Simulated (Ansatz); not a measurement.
# BAs: the cost of one run

Program: Ansatz 0.2.0. Level of theory: DFT LDA, scalar-relativistic, plane waves, PAW. These are calculated values, not measurements.

### 1 The structure to begin with

The structure is cubic, space group F-43m (No. 216). Conventional cell: a = 4.777 Å, b = 4.777 Å, c = 4.777 Å, α = 90.00°, β = 90.00°, γ = 90.00°. B (site symmetry -43m) has 4 As at 2.07 Å as nearest neighbours. As (site symmetry -43m) is surrounded by 4 B at 2.07 Å.

Structure file:

```
B As
1.0
     0.00000    2.38850    2.38850
     2.38850    0.00000    2.38850
     2.38850    2.38850    0.00000
B As
1 1
Direct
  0.00000 0.00000 0.00000
  0.75000 0.75000 0.75000
```

No relaxation comes first: the listed cell is the starting point.

### 2 The undisturbed cell

Contents of input.yaml:

```yaml
crystal:
  lattice:
    - [0.0, 2.3885, 2.3885]
    - [2.3885, 0.0, 2.3885]
    - [2.3885, 2.3885, 0.0]
  atoms:
    - { symbol: B, position: [0.0, 0.0, 0.0] }
    - { symbol: As, position: [0.75, 0.75, 0.75] }
basis:
  ecutwfc: 420
kpoints:
  mp_grid: { grid: [10, 10, 10] }
hamiltonian:
  xc: lda
scf:
  occupations: { method: fermi_dirac, width: 0.2 }
output:
  forces: true
  stress: true
  eigenvalues: true
```

Command:

```bash
> ansatz run input.yaml --threads 1 --pin off --max-ram 2560MiB --backend cpu --events-out ev --progress --plain --runs-dir out
```

**Question.** How long does this run take on 1 thread of Intel Xeon at 2.70GHz, shared host, and how much memory does it need?

About 1.5 s, with a peak of 0.31 GiB.
